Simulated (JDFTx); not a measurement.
# H2 in JDFTx: notebook, part 2 of 2

JDFTx 1.7.0 (patched build). Earlier steps stand in the parts before.

## 5. Solvation, PBEsol

fluid.in

```
lattice \
   18.8972612463     0.0000000000     0.0000000000 \
    0.0000000000    18.8972612463     0.0000000000 \
    0.0000000000     0.0000000000    18.8972612463
coords-type Cartesian
ion H     10.0765866143     9.3008540402     9.8256309850 1
ion H      8.8698075112     9.6757757033     9.2001316377 1

ion-species pseudo/H.upf
elec-cutoff 36
elec-ex-corr gga-PBEsol
kpoint-folding 1 1 1
elec-n-bands 1
electronic-minimize nIterations 100 energyDiffThreshold 1e-06
fluid LinearPCM
pcm-variant GLSSA13
fluid-solvent DMF
fluid-minimize nIterations 200 knormThreshold 1e-10
initial-state vacuum.$VAR
core-overlap-check none
forces-output-coords Cartesian

dump-name fluid.$VAR
dump End Ecomponents EigStats BandEigs Kpoints Forces
```

Potentials or basis: PseudoDojo-SR-PBEsol-0.4.1-standard with smoothed tails.

Started as:

```console
$ jdftx -c 1 -i fluid.in -o fluid.out
```

The log of the run:

```text
*************** JDFTx 1.7.0 (patched build) ***************

Input parsed successfully to the following command list (including defaults):
[... the input with its defaults ...]

---------- Setting up symmetries ----------

Found 48 point-group symmetries of the bravais lattice
Found 2 space-group symmetries with basis
Applied RMS atom displacement 0 bohrs to make symmetries exact.

---------- Initializing the Grid ----------
R =
[      18.8973            0            0  ]
[            0      18.8973            0  ]
[            0            0      18.8973  ]
unit cell volume = 6748.33
G =
[   0.332492          0          0  ]
[          0   0.332492          0  ]
[          0          0   0.332492  ]
Minimum fftbox size, Smin = [  104  104  104  ]
Chosen fftbox size, S = [  108  108  108  ]

---------- Exchange Correlation functional ----------
Initalized PBEsol GGA exchange.
Initalized PBEsol GGA correlation.

---------- Setting up pseudopotentials ----------
Width of ionic core gaussian charges (only for fluid interactions / plotting) set to 0.296192

Reading pseudopotential file 'pseudo/H.upf':
  'H' pseudopotential, 'PBESOL' functional
  Generated using ONCVPSP code by D. R. Hamann
  1 valence electrons, 1 orbitals, 3 projectors, 1001 radial grid points, with lMax = 1
    1S    l: 0   occupation:  1.0   eigenvalue: -0.232696
  Core radius for overlap checks: 0.96 bohrs.

Initialized 1 species with 2 total atoms.

Folded 1 k-points by 1x1x1 to 1 k-points.

---------- Setting up k-points, bands, fillings ----------
No reducable k-points.
Computing the number of bands and number of electrons
Calculating initial fillings.
nElectrons:   2.000000   nBands: 1   nStates: 1

----- Setting up reduced wavefunction bases (one per k-point) -----
average nbasis = 69791.000 , ideal nbasis = 69621.656

---------- Setting up ewald sum ----------
Optimum gaussian width for ewald sums = 6.716411 bohr.
Real space sum over 1331 unit cells with max indices [  5  5  5  ]
Reciprocal space sum over 2197 terms with max indices [  6  6  6  ]

---------- Allocating electronic variables ----------
Reading eigenvalues from 'vacuum.eigenvals'.
Initializing wave functions:  reading from 'vacuum.wfns'
----- createFluidSolver() ----- (Fluid-side solver setup)
WARNING: PCM variant GLSSA has not been parametrized for this solvent; using bulk
   surface tension as effective cavity tension and water parameters for cavity size.
   Initializing fluid molecule 'DMF'
     Net charge: 0   dipole magnitude: 0
     Initializing spherical shell mfKernel with radius 0 Bohr
     deltaS corrections:

Correction to mu due to finite nuclear width = -0.000163366
   Cavity determined by nc: 0.00037 and sigma: 0.6
   Effective cavity tension: 2.26e-05 Eh/bohr^2 to account for cavitation and dispersion.

-------- Electronic minimization -----------
	Linear fluid (dielectric constant: 38) occupying 0.971680 of unit cell:	Completed after 7 iterations at
ElecMinimize: Iter:   0  Etot: -1.144033274150850  |grad|_K:  2.048e-05  alpha:  1.000e+00
	Linear fluid (dielectric constant: 38) occupying 0.971928 of unit cell:	Completed after 2 iterations at
	Linear fluid (dielectric constant: 38) occupying 0.971967 of unit cell:	Completed after 0 iterations at
ElecMinimize: Iter:   1  Etot: -1.144067395736587  |grad|_K:  5.588e-06  alpha:  1.157e+00  linmin: -1.128e-01
	Linear fluid (dielectric constant: 38) occupying 0.971983 of unit cell:	Completed after 1 iterations at
	Linear fluid (dielectric constant: 38) occupying 0.971981 of unit cell:	Completed after 0 iterations at
ElecMinimize: Iter:   2  Etot: -1.144069709032488  |grad|_K:  1.582e-06  alpha:  1.047e+00  linmin: -3.130e-01
	Linear fluid (dielectric constant: 38) occupying 0.971982 of unit cell:	Completed after 0 iterations at
	Linear fluid (dielectric constant: 38) occupying 0.971982 of unit cell:	Completed after 0 iterations at
ElecMinimize: Iter:   3  Etot: -1.144069961345105  |grad|_K:  5.630e-07  alpha:  1.314e+00  linmin:  1.031e-04
	Linear fluid (dielectric constant: 38) occupying 0.971985 of unit cell:	Completed after 0 iterations at
	Linear fluid (dielectric constant: 38) occupying 0.971985 of unit cell:	Completed after 0 iterations at
ElecMinimize: Iter:   4  Etot: -1.144069986492588  |grad|_K:  1.828e-07  alpha:  1.137e+00  linmin:  2.876e-05
ElecMinimize: Converged (|Delta Etot|<1.000000e-06 for 2 iters).
Setting wave functions to eigenvectors of Hamiltonian

# Ionic positions in cartesian coordinates:
ion H  10.076586614300002   9.300854040200003   9.825630985000000 1
ion H   8.869807511199999   9.675775703300001   9.200131637700000 1

# Forces in Cartesian coordinates:
force H   0.006115980865650  -0.001900623596873   0.003171132938463 1
force H  -0.006115980865650   0.001900623596873  -0.003171132938463 1

# Energy components:
   A_diel =        0.0030571920821484
   Eewald =        0.4095443877834677
       EH =        1.0084655844238228
     Eloc =       -2.8021932160425909
      Enl =       -0.1939549917722756
      Exc =       -0.6663863320702896
       KE =        1.0973973891031295
-------------------------------------
     Etot =       -1.1440699864925878

IonicMinimize: Iter:   0  Etot: -1.144069986492588  |grad|_K:  4.126e-03
IonicMinimize: None of the convergence criteria satisfied after 0 iterations.

#--- Lowdin population analysis ---
# oxidation-state H +0.042 +0.042

Dumping 'fluid.eigStats' ...
	eMin: -0.368123 at state 0 ( [ +0.000000 +0.000000 +0.000000 ] spin 0 )
	HOMO: -0.368123 at state 0 ( [ +0.000000 +0.000000 +0.000000 ] spin 0 )
	mu  : unavailable
	LUMO: unavailable
	eMax: -0.368123 at state 0 ( [ +0.000000 +0.000000 +0.000000 ] spin 0 )
	HOMO-LUMO gap: unavailable
	Optical gap  : unavailable
Done!
[note: without ions in the liquid mu and the levels have no absolute zero]
```

Wall time 10 s (1 thread of Arm Neoverse V2, shared host); peak memory 0.52 GiB.

Results:

* Free energy: -31.1317 eV
* Largest force: 0.367 eV/Å
* Solvation energy: 0.084 eV

Forces in eV/Å, atoms in the order of the input:
```
H    0.314 -0.098  0.163
H   -0.314  0.098 -0.163
```

Caveat: forces may be off by hundredths of an eV/Å; the model isn't fitted for this solvent; forces in the liquid are good to some per cent; the liquid is a continuum model, checked here against plausible ranges alone.

## 6. Solvation, PBEsol

Edit fluid.in of step 5 so:

```diff
@@ -16,3 +16,3 @@
 pcm-variant GLSSA13
-fluid-solvent DMF
+fluid-solvent CCl4
 fluid-minimize nIterations 200 knormThreshold 1e-10
@@ -23,2 +23,2 @@
 dump-name fluid.$VAR
-dump End Ecomponents EigStats BandEigs Kpoints Forces
+dump End Ecomponents EigStats BandEigs Kpoints Forces ElecDensity Dtot KEdensity
```

Potentials or basis: PseudoDojo-SR-PBEsol-0.4.1-standard with smoothed tails.

Started as:

```console
$ jdftx -c 1 -i fluid.in -o fluid.out
```

The log of the run:

```text
*************** JDFTx 1.7.0 (patched build) ***************

Input parsed successfully to the following command list (including defaults):
[... the input with its defaults ...]

---------- Setting up symmetries ----------

Found 48 point-group symmetries of the bravais lattice
Found 2 space-group symmetries with basis
Applied RMS atom displacement 0 bohrs to make symmetries exact.

---------- Initializing the Grid ----------
R =
[      18.8973            0            0  ]
[            0      18.8973            0  ]
[            0            0      18.8973  ]
unit cell volume = 6748.33
G =
[   0.332492          0          0  ]
[          0   0.332492          0  ]
[          0          0   0.332492  ]
Minimum fftbox size, Smin = [  104  104  104  ]
Chosen fftbox size, S = [  108  108  108  ]

---------- Exchange Correlation functional ----------
Initalized PBEsol GGA exchange.
Initalized PBEsol GGA correlation.

---------- Setting up pseudopotentials ----------
Width of ionic core gaussian charges (only for fluid interactions / plotting) set to 0.296192

Reading pseudopotential file 'pseudo/H.upf':
  'H' pseudopotential, 'PBESOL' functional
  Generated using ONCVPSP code by D. R. Hamann
[... 49 lines left out ...]
Correction to mu due to finite nuclear width = -0.000163366
   Cavity determined by nc: 0.000115 and sigma: 0.6
   Effective cavity tension: -8.99e-06 Eh/bohr^2 to account for cavitation and dispersion.

-------- Electronic minimization -----------
	Linear fluid (dielectric constant: 2.238) occupying 0.956407 of unit cell:	Completed after 3 iterations at
ElecMinimize: Iter:   0  Etot: -1.149124843535447  |grad|_K:  8.741e-06  alpha:  1.000e+00
	Linear fluid (dielectric constant: 2.238) occupying 0.956037 of unit cell:	Completed after 1 iterations at
	Linear fluid (dielectric constant: 2.238) occupying 0.955968 of unit cell:	Completed after 0 iterations at
ElecMinimize: Iter:   1  Etot: -1.149131161399053  |grad|_K:  3.297e-06  alpha:  1.185e+00  linmin: -9.436e-04
	Linear fluid (dielectric constant: 2.238) occupying 0.955905 of unit cell:	Completed after 0 iterations at
	Linear fluid (dielectric constant: 2.238) occupying 0.955896 of unit cell:	Completed after 0 iterations at
ElecMinimize: Iter:   2  Etot: -1.149132189519843  |grad|_K:  8.827e-07  alpha:  1.351e+00  linmin: -5.393e-02
	Linear fluid (dielectric constant: 2.238) occupying 0.955888 of unit cell:	Completed after 0 iterations at
	Linear fluid (dielectric constant: 2.238) occupying 0.955888 of unit cell:	Completed after 0 iterations at
ElecMinimize: Iter:   3  Etot: -1.149132258780763  |grad|_K:  3.258e-07  alpha:  1.261e+00  linmin: -1.118e-01
	Linear fluid (dielectric constant: 2.238) occupying 0.955888 of unit cell:	Completed after 0 iterations at
	Linear fluid (dielectric constant: 2.238) occupying 0.955888 of unit cell:	Completed after 0 iterations at
ElecMinimize: Iter:   4  Etot: -1.149132269881295  |grad|_K:  1.366e-07  alpha:  1.426e+00  linmin: -8.269e-06
ElecMinimize: Converged (|Delta Etot|<1.000000e-06 for 2 iters).
Setting wave functions to eigenvectors of Hamiltonian

# Ionic positions in cartesian coordinates:
ion H  10.076586614300002   9.300854040200003   9.825630985000000 1
ion H   8.869807511199999   9.675775703300001   9.200131637700000 1

# Forces in Cartesian coordinates:
force H   0.006877430655366  -0.002137106173323   0.003565832222135 1
force H  -0.006877430655366   0.002137106173323  -0.003565832222135 1

# Energy components:
   A_diel =       -0.0019734754071439
   Eewald =        0.4095443877834677
       EH =        1.0040966974907239
     Eloc =       -2.7957005919113889
      Enl =       -0.1934398451559110
      Exc =       -0.6644249719596993
       KE =        1.0927655292786560
-------------------------------------
     Etot =       -1.1491322698812954

IonicMinimize: Iter:   0  Etot: -1.149132269881295  |grad|_K:  4.640e-03
IonicMinimize: None of the convergence criteria satisfied after 0 iterations.

#--- Lowdin population analysis ---
# oxidation-state H +0.040 +0.040

Dumping 'fluid.eigStats' ...
	eMin: -0.374485 at state 0 ( [ +0.000000 +0.000000 +0.000000 ] spin 0 )
	HOMO: -0.374485 at state 0 ( [ +0.000000 +0.000000 +0.000000 ] spin 0 )
	mu  : unavailable
	LUMO: unavailable
	eMax: -0.374485 at state 0 ( [ +0.000000 +0.000000 +0.000000 ] spin 0 )
	HOMO-LUMO gap: unavailable
	Optical gap  : unavailable
Done!
[note: without ions in the liquid mu and the levels have no absolute zero]
```

It took 14 s on 1 thread of Arm Neoverse V2, shared host; peak memory 0.52 GiB.

Results:

- Free energy: -31.2695 eV
- Largest force: 0.413 eV/Å
- Solvation energy: -0.053 eV

Forces in eV/Å, atoms in the order of the input:
```
H    0.354 -0.110  0.183
H   -0.354  0.110 -0.183
```

Caveat: forces may be off by hundredths of an eV/Å; forces in the liquid are good to some per cent; the liquid is a continuum model, checked here against plausible ranges alone.

## 7. The reference run

An earlier run on the cell as given: functional PBE; potentials or basis PseudoDojo-SR-PBE-0.5-standard with smoothed tails; cutoff 980 eV; density cutoff 7837 eV; k mesh 1 × 1 × 1; occupations fermi-dirac, width 0.05 eV; no spin polarisation.

* Largest force: 0.101 eV/Å
* Gap between the frontier levels: 10.16 eV

## 8. Summary

| task | level | potentials or basis | smearing | check on overlapping cores | liquid model | variant of the liquid model | solvent | density cutoff over wavefunction cutoff | largest force (eV/Å) |
| --- | --- | --- | --- | --- | --- | --- | --- | --- | --- |
| solvation | PBEsol | PseudoDojo-SR-PBEsol-0.4.1-standard with smoothed tails | fixed | none | LinearPCM | GLSSA13 | CarbonDisulfide | 4 | 0.42 |
| solvation | PBEsol | PseudoDojo-SR-PBEsol-0.4.1-standard with smoothed tails | fixed | none | LinearPCM | GLSSA13 | methanol | 4 | 0.45 |
| solvation | PBEsol | PseudoDojo-SR-PBEsol-0.4.1-standard with smoothed tails | fixed | none | LinearPCM | GLSSA13 | CHCl3 | 4 | 0.42 |
| solvation | PBEsol | PseudoDojo-SR-PBEsol-0.4.1-standard with smoothed tails | fixed | none | LinearPCM | GLSSA13 | DMF | 4 | 0.37 |
| solvation | PBEsol | PseudoDojo-SR-PBEsol-0.4.1-standard with smoothed tails | fixed | none | LinearPCM | GLSSA13 | CCl4 | 4 | 0.41 |
| single point | PBE | PseudoDojo-SR-PBE-0.5-standard with smoothed tails | fermi-dirac 0.05 eV | - | - | - | - | 8 | 0.10 |

Alike in all rows: no spin polarisation; cell as given; k mesh 1 × 1 × 1; cutoff (eV) 980.

Caveats: forces may be off by hundredths of an eV/Å (some runs); forces in the liquid are good to some per cent (some runs); the liquid is a continuum model, checked here against plausible ranges alone (some runs); the model isn't fitted for this solvent (some runs).

Absolute energies hang on the potentials; compare differences alone.
